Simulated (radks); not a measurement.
# Zr²⁺ in [Kr] 4d2: an all-electron calculation

Wanted: eigenvalues, radial structure and energy terms of the zirconium ion Zr2+.

The numbers are computed with radks (a radial shooting solver on a logarithmic mesh, Libxc functionals) version 1 (non-relativistic Kohn-Sham, LDA (Slater exchange, Perdew-Wang correlation), spin-polarised, spherical densities, point nucleus; open shells are filled with parallel spins first), except any that are marked as measured or tabulated.

### Step 1. What is computed

| Item | Value |
| --- | --- |
| element | zirconium (Z = 40) |
| charge | +2 |
| electrons | 38 |
| configuration | [Kr] 4d2 |

Outer shells as boxes (Hund's rule):

Zr²⁺
```
[Kr] core
4d [↑ ][↑ ][  ][  ][  ]
```

### Step 2. The calculation

The run's settings:

```text
Z 40
configuration [Kr] 4d2
relativity non-relativistic
functional lda,pw
spin polarised
nucleus point
```

What does the calculation give?

As calculated:

```
                        quantity                   value
                    total energy     -3536.01018 hartree
exchange-correlation share of it                  3.05 %
                            −T/E                  0.9993
          highest occupied level       4d up, -18.318 eV
    most extended occupied level  4d up, <r> = 1.98 bohr
 radius at density 0.001 e/bohr³               3.62 bohr
    maxima of the radial density                       4
         ionisation energy, NIST   23.170 (semi-emp.) eV
```

The radial density shows 4 maxima for 4 occupied principal shells. −T/E = 0.9993, near the virial value of 1. Minus the highest eigenvalue, 18.318 eV, is 79 % of the tabulated ionisation energy (23.170 eV); the potential of a semilocal functional falls off too fast, so its top eigenvalue is too shallow. Relativity is left out here, which matters for elements this heavy. Open shells are spherical and high-spin; term and fine-structure splittings are not resolved.
